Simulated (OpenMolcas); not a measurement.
# Sm³⁺ among point charges: CASSCF levels and susceptibility

Aim: the splitting of the states of Sm³⁺ in the field of 6 point charges, its lowest levels with spin-orbit coupling and its magnetic susceptibility.

The numbers are computed with OpenMolcas 26.06 (state-averaged CASSCF, spin-orbit coupling by RASSI with atomic mean-field integrals), except any that are marked as measured or tabulated.

## Step 1: Starting point

```
Species                           : Sm³⁺ (samarium, Z = 62, 59 electrons)
Basis                             : ANO-RCC-VDZP [7s6p4d2f1g], 68 functions
Scalar Hamiltonian                : DKH2, point nucleus
Inactive shells                   : 1s 2s 2p 3s 3p 3d 4s 4p 4d 5s 5p
Active space                      : 5 electrons in 7 orbitals (4f)
Some configurations of this space : 4f⁵
Orbitals                          : optimised for the highest spin of each parity, averaged over all roots
```

The outer shells:

4f5
```
4f [↑ ][↑ ][↑ ][↑ ][↑ ][  ][  ]
```

The ion sits among 6 point charges of -1.5 e arranged as an octahedron (Oh), 3.07 Å from the ion.

Each step is its own input file, run in one work folder so that later steps find the files of earlier ones. Labels, J, g values, rates, χT and fits are worked out afterwards by a script from the matrices that RASSI stores. The input lists half of the charges; inversion (Group=XYZ) makes the rest.

## Step 2: One- and two-electron integrals

a.inp reads:

```
&GATEWAY
Coord
1

Sm 0.0 0.0 0.0
Basis=ANO-RCC-VDZP
Group=XYZ
NoMove
AngMom=0.0 0.0 0.0
AMFI
XField
3 Angstrom 0
3.070000 0.000000 0.000000 -1.500000
0.000000 3.070000 0.000000 -1.500000
0.000000 0.000000 3.070000 -1.500000
&SEWARD
```

Command:

```bash
$ OMP_NUM_THREADS=1 MOLCAS_MEM=2252 MOLCAS_PROJECT=a pymolcas a.inp > a.log
```

## Step 3: CASSCF: sextets of odd parity, 21 roots

a.inp reads:

```
&RASSCF
FileOrb=start.orb
Symmetry=2
Spin=6
nActEl=5 0 0
Inactive=15 12
Ras2=0 7
CIRoot=21 21 1
SDav=21
CIMx=300
Iter=120 100
PrWF=0.3
OrbListing=Nothing
MaxOrb=0
>>> COPY $Project.JobIph JOB001
```

start.orb holds the contracted functions of the basis, ordered by shell, or the orbitals of the step before.

## Step 4: Reference wave functions, quartets of odd parity, 162 roots

a.inp reads:

```
&RASSCF
FileOrb=start.orb
Symmetry=2
Spin=4
nActEl=5 0 0
Inactive=15 12
Ras2=0 7
CIRoot=162 162 1
SDav=224
CIMx=300
Iter=120 100
PrWF=0.3
OrbListing=Nothing
MaxOrb=0
CIOnly
>>> COPY $Project.JobIph JOB002
```

## Step 5: CASSCF: doublets of odd parity, 162 roots

a.inp reads:

```
&RASSCF
FileOrb=start.orb
Symmetry=2
Spin=2
nActEl=5 0 0
Inactive=15 12
Ras2=0 7
CIRoot=162 162 1
SDav=490
CIMx=300
Iter=120 100
PrWF=0.3
OrbListing=Nothing
MaxOrb=0
CIOnly
>>> COPY $Project.JobIph JOB003
```

## Step 6: State interaction with spin-orbit coupling

a.inp reads:

```
&RASSI
NrOfJobIphs=3 21 108 41
1 2 3 4 5 6 7 8 9 10 11 12 13 14 15 16 17 18 19 20 21
1 2 3 4 5 6 7 8 9 10 11 12 13 14 15 16 17 18 19 20 21 22 23 24 25 26 27
28 29 30 31 32 33 34 35 36 37 38 39 40 41 42 43 44 45 46 47 48 49 50 51
52 53 54 55 56 57 58 59 60 61 62 63 64 65 66 67 68 69 70 71 72 73 74 75
76 77 78 79 80 81 82 83 84 85 86 87 88 89 90 91 92 93 94 95 96 97 98 99
100 101 102 103 104 105 106 107 108
1 2 3 4 5 6 7 8 9 10 11 12 13 14 15 16 17 18 19 20 21 22 23 24 25 26 27
28 29 30 31 32 33 34 35 36 37 38 39 40 41
IphNames
JOB001
JOB002
JOB003
EJob
SpinOrbit
DIPRint=1.0
SOCoupling=1000.0
Subsets=2
Property=9
'ANGMOM' 1 'ANGMOM' 2 'ANGMOM' 3 'MLTPL  1' 1 'MLTPL  1' 2 'MLTPL  1' 3
'AMFI' 1 'AMFI' 2 'AMFI' 3
SOProperty=3
'ANGMOM' 1 'ANGMOM' 2 'ANGMOM' 3
```

**Question.** What will these runs give? Wanted: spin-free ground state; first state of the same spin within the active space; lowest level; next level.

The runs gave:

| quantity | value |
| --- | --- |
| method | CASSCF |
| spin-free ground state | 6T1, 3-fold in its orbital part |
| first state of the same spin within the active space | 6E at 15.4 cm⁻¹ |
| lowest level | 2-fold Γ7, g = 0.37, 0.37, 0.37 |
| next level | 36.3 cm⁻¹ |
| χT at 300 K | 0.31 cm³ K/mol |
| effective moment at 300 K | 1.56 μB |

The spin-free ground state (6T1) comes to 100 % from free-ion H terms and keeps the highest spin of the shell. The quartets, doublets rest on orbitals optimised for another spin in at least one step, which raises them against the optimised states. Not all states of the active space went into the spin-orbit step. High states of lower spin are left out of the spin-orbit mixing, and CASSCF puts spin-flip levels too high. This is an electrostatic model: the charges have no orbitals.
